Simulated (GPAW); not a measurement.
# HfGe (P4/mmm) in GPAW: single point with PBE

Aim: the single point of HfGe with PBE.

Program: GPAW 26.7.0. These are calculated values, not measurements. Logs are shortened: lines on timing, memory, paths and dates and some standing lists are left out, and cuts for length are marked. The log counts tension as positive stress, the text compression.

### Step 1. The cell of the first run

The structure is tetragonal, space group P4/mmm (No. 123). The conventional cell has a = 3.155 Å, b = 3.155 Å, c = 4.108 Å, α = 90.00°, β = 90.00°, γ = 90.00°. Around Hf (site symmetry 4/mmm) lie 4 Ge at 2.23 Å. Ge (site symmetry 4/mmm) has 4 Hf at 2.23 Å as nearest neighbours.

The cell was built by a generator and needn't be a form met in nature.

### Step 2. Single point, PBE (strain = -0.02)

Input file run.py:

```python
from ase.dft.bandgap import bandgap
from ase.io import read, write
from ase.units import GPa
from gpaw import GPAW, PW

atoms = read('HfGe.xyz')

calc = GPAW(mode=PW(600),
            xc='PBE',
            kpts={'size': (8, 8, 7), 'gamma': True},
            occupations={'name': 'fermi-dirac', 'width': 0.05},
            nbands=18,
            convergence={'density': 1e-05, 'energy': 1e-05},
            maxiter=150,
            txt='gpaw.txt')
atoms.calc = calc
energy = atoms.get_potential_energy()
forces = atoms.get_forces()
stress = atoms.get_stress()
calc.write('gs.gpw')
write('result.traj', atoms)
print(f'Energy: {energy:.6f} eV')
print('Forces (eV/A):')
print(forces.round(4))
print('Stress (GPa):', (stress / GPa).round(3))
print('Fermi level:', round(calc.get_fermi_level(), 4), 'eV')
print(f'Gap: {bandgap(calc)[0]:.4f} eV, direct: {bandgap(calc, direct=True)[0]:.4f} eV')
```

Input file HfGe.xyz:

```xyz
2
Lattice="3.1552726800 0.0000000000 0.0000000000 0.0000000000 3.1552726800 0.0000000000 0.0000000000 0.0000000000 4.1084277000" Properties=species:S:1:pos:R:3 pbc="T T T"
Hf     1.5776363400      1.5776363400      0.0000000000
Ge     0.0000000000      0.0000000000      0.0000000000
```

Potentials or basis: GPAW PAW data sets (gpaw-data 1.2.1), pw.

The run is started by

```sh
OMP_NUM_THREADS=1 python run.py
```

gpaw.txt:

```text
__  _  _
 | _ |_)|_||  |
 |__||  | ||/\| - 26.7.0

Input parameters:
  mode=PW(ecut=600.0),
  convergence={'density': 1e-05, 'energy': 1e-05},
  kpts=MonkhorstPack(size=(8, 8, 7), gamma=True),
  maxiter=150,
  nbands=18,
  occupations=Occupations(name='fermi-dirac', width=0.05),
  xc=XC(name='PBE')

Diagonalizing LCAO Hamiltonian
Converting LCAO to pw mode
   .-------.
  /|       |
 * |       |
 | |       |
 | |       |
 | .-------.
 |/   Hf  /
 Ge------*

Atoms  # Å, Bohr magnetons
|   | symbol |        x |        y |        z |    initial magnetic moments |
|---|--------|----------|----------|----------|-----------------------------|
| 0 |     Hf | 1.577636 | 1.577636 | 0.000000 | ( 0.0000,  0.0000,  0.0000) |
| 1 |     Ge | 0.000000 | 0.000000 | 0.000000 | ( 0.0000,  0.0000,  0.0000) |

Unit cell  # Å
| periodic |        x |        y |        z |  lengths |    angles |
|----------|----------|----------|----------|----------|-----------|
|      yes | 3.155273 | 0.000000 | 0.000000 | 3.155273 | 90.000000 |
|      yes | 0.000000 | 3.155273 | 0.000000 | 3.155273 | 90.000000 |
|      yes | 0.000000 | 0.000000 | 4.108428 | 4.108428 | 90.000000 |

Number of symmetries: 16
Symmetry operations  # r_c * U_cc + t_c -> r_c
|    | kind |            matrix            |
|----|------|------------------------------|
|  0 |  E   |  1, 0, 0,  0, 1, 0,  0, 0, 1 |
|  1 |  σ   |  1, 0, 0,  0, 1, 0,  0, 0,-1 |
|  2 |  σ   |  1, 0, 0,  0,-1, 0,  0, 0, 1 |
|  3 |  C2  |  1, 0, 0,  0,-1, 0,  0, 0,-1 |
|  4 |  σ   |  0, 1, 0,  1, 0, 0,  0, 0, 1 |
|  5 |  C2  |  0, 1, 0,  1, 0, 0,  0, 0,-1 |
|  6 |  C4  |  0, 1, 0, -1, 0, 0,  0, 0, 1 |
|  7 |  S4  |  0, 1, 0, -1, 0, 0,  0, 0,-1 |
|  8 |  C4  |  0,-1, 0,  1, 0, 0,  0, 0, 1 |
|  9 |  S4  |  0,-1, 0,  1, 0, 0,  0, 0,-1 |
| 10 |  σ   |  0,-1, 0, -1, 0, 0,  0, 0, 1 |
| 11 |  C2  |  0,-1, 0, -1, 0, 0,  0, 0,-1 |
| 12 |  σ   | -1, 0, 0,  0, 1, 0,  0, 0, 1 |
| 13 |  C2  | -1, 0, 0,  0, 1, 0,  0, 0,-1 |
| 14 |  C2  | -1, 0, 0,  0,-1, 0,  0, 0, 1 |
| 15 |  i   | -1, 0, 0,  0,-1, 0,  0, 0,-1 |

BZ-sampling:
  Number of BZ points: 448
  Number of IBZ points: 60

  Monkhorst-Pack size: [8, 8, 7]
  Monkhorst-Pack shift: [0.0625, 0.0625, 0.0]

K-points  # in reciprocal-cell coordinates
|     |                                coordinates |     weight |
|-----|--------------------------------------------|------------|
|   0 | (  0.00000000,   0.00000000,   0.00000000) | 0.00223214 |
|   1 | (  0.00000000,   0.00000000,   0.14285714) | 0.00446429 |
|   2 | (  0.00000000,   0.00000000,   0.28571429) | 0.00446429 |
|   3 | (  0.00000000,   0.00000000,   0.42857143) | 0.00446429 |
|   4 | (  0.12500000,   0.00000000,   0.00000000) | 0.00892857 |
|   5 | (  0.12500000,   0.00000000,   0.14285714) | 0.01785714 |
|   6 | (  0.12500000,   0.00000000,   0.28571429) | 0.01785714 |
|   7 | (  0.12500000,   0.00000000,   0.42857143) | 0.01785714 |
|   8 | (  0.12500000,   0.12500000,   0.00000000) | 0.00892857 |
|   9 | (  0.12500000,   0.12500000,   0.14285714) | 0.01785714 |
| ... |                                            |            |
|  59 | (  0.50000000,   0.50000000,   0.42857143) | 0.00446429 |

Plane wave coefficients: 1381
Cutoff: 600.0 eV

Spin-components: 1 (collinear spins)
Bands:           18
Projectors:      11
Spin-degeneracy: 2
Datatype:        complex128

Parallelization:
  kpt:    1
  domain: 1
  band:   1

Density:
  Valence electrons: 16.0
  Components: 1
  Grid points: [18 18 24]
  Charge: 0.0  # |e|

Potential:
  Grid points: [18 18 24]

species:
  Hf:
    name:    Hafnium
    Z:       72.0
    valence: 12
    core:    60
    charge:  0.0  # [|e|]
    compensation charges:
      type: gauss
      rc: 0.41  # [Å]
      lmax: 2
    cutoffs:
      filter: 2.36  # [Å]
      core: 4.02  # [Å]
    projectors
    | kind |    occ | energy [eV] | rcut [Å] |
    |------|--------|-------------|----------|
    |   5s |  2.000 |     -66.831 |    1.397 |
    |   6s |  2.000 |      -5.097 |    1.397 |
    |   5p |  6.000 |     -35.599 |    1.307 |
    |   6p |  0.000 |      -1.401 |    1.307 |
    |   5d |  2.000 |      -2.699 |    1.334 |
    |    d |        |      24.513 |    1.334 |

    Using partial waves for Hf as LCAO basis

  Ge:
    name:    Germanium
    Z:       32.0
    valence: 4
    core:    28
    charge:  0.0  # [|e|]
    compensation charges:
      type: gauss
      rc: 0.32  # [Å]
      lmax: 2
    cutoffs:
      filter: 1.77  # [Å]
      core: 3.42  # [Å]
    projectors
    | kind |    occ | energy [eV] | rcut [Å] |
    |------|--------|-------------|----------|
    |   4s |  2.000 |     -11.726 |    1.005 |
    |   4p |  2.000 |      -3.896 |    1.005 |
    |    s |        |      15.485 |    1.005 |
    |    p |        |      23.315 |    1.005 |
    |    d |        |       0.000 |    1.005 |

    Using partial waves for Ge as LCAO basis

Reference energy: -466983.753128  # eV

eigensolver:
  PPCG
  Converge bands: occupied
  niter=2

density mixing:
  MSR1-Mixer
  Pratt-step length: 0.05
  Maximum mixing coefficient: 0.75
  Old densities: 10
  SVD Regularization: 0.005
  Good broyden scale: 1.0
  Trust region scale: 1.0
  Backstep threshold: 4.0
  History deletion threshold: 6.0
  Fourier metric: weight=20.0, sigma=0.015

occupation numbers:
  Fermi-Dirac:
    width: 0.0500  # eV

poisson solver:
  ecut: 4800.0  # eV

xc functional:
  name: PBE with 2 nearest neighbor stencil

convergence criteria:
- Maximum integral of absolute [dens]ity change: 1e-05 electrons / valence electron
- Maximum [total energy] change in last 3 cyles: 1e-05 eV / valence electron
- Maximum integral of absolute [eigenst]ate change: 4e-08 eV^2 / valence electron
maximum number of iterations: 150

SCF iterations
|iter     | |      energy | eigst |  dens |
|---------|-|-------------|-------|-------|
|iter:   1| |   -8.216698 | +0.05 |       |
|iter:   2| |   -7.960878 | -2.15 | -0.89 |
|iter:   3| |   -6.692778 | -0.92 | -0.93 |
|iter:   4| |   -6.694240 | -2.87 | -1.83 |
|iter:   5| |   -6.698752 | -3.17 | -2.07 |
|iter:   6| |   -6.698196 | -4.12 | -2.51 |
|iter:   7| |   -6.698079 | -4.84 | -2.74 |
|iter:   8| |   -6.698074c| -6.76 | -3.72 |
|iter:   9| |   -6.698073c| -7.84c| -4.21 |
|iter:  10| |   -6.698073c| -8.36c| -4.87 |
|iter:  11| |   -6.698073c| -9.17c| -5.70c|

Converged in 11 steps
Energy contributions relative to reference atoms: (reference = -466983.753128)

Energy contributions:
  Kinetic:         121.308525
  Coulomb:        -101.917965
  Zero:             -0.501132
  External:          0.000000
  Xc:              -25.580756
  Entropy:          -0.013491
  Spinorbit:         0.000000
  ----------------------------
  Free energy:      -6.704818
  Extrapolated:     -6.698073

dipole moment: (-10.305251, -10.305251, -28.169108)  # |e|*Ang

Fermi level: 8.180
Eigenvalues  # (at kpt = [0.000, 0.000, 0.000])
| band index |      eig [eV] | occ [0-2] |
|------------|---------------|-----------|
|          0 |       -52.614 |     2.000 |
|          1 |       -21.961 |     2.000 |
|          2 |       -21.627 |     2.000 |
|          3 |       -21.627 |     2.000 |
|          4 |        -2.902 |     2.000 |
|          5 |         6.278 |     2.000 |
[... 8 lines left out ...]
|         14 |        20.153 |     0.000 |
|         15 |        22.101 |     0.000 |
|        ... |               |           |
|         17 |        23.190 |     0.000 |

No gap
No difference between direct/indirect transitions

Forces  # eV/Ang
|        x |        y |       z |
|----------|----------|---------|
| -0.00000 | -0.00000 | 0.00000 |  # Hf   0
|  0.00000 |  0.00000 | 0.00000 |  # Ge   1

Stress tensor  # eV/Ang^3
|         x |         y |        z |
|-----------|-----------|----------|
| -0.746470 |  0.000000 | 0.000000 |
|  0.000000 | -0.746470 | 0.000000 |
|  0.000000 |  0.000000 | 0.013654 |

# Writing to gs.gpw (mode='')
```

It took 25 s on 1 thread of Arm Neoverse V2, shared host; peak memory 0.17 GiB.

Results:

* Free energy: -6.7048 eV
* Pressure: 79.0 GPa
* Band gap on the k mesh: none (metal or under the smearing width)

Caveat: the density grid can change from cell to cell, which puts small steps into energies and stress; the cell as given lies far from equilibrium. The run has no spin-orbit coupling, so splittings on Hf are missing.
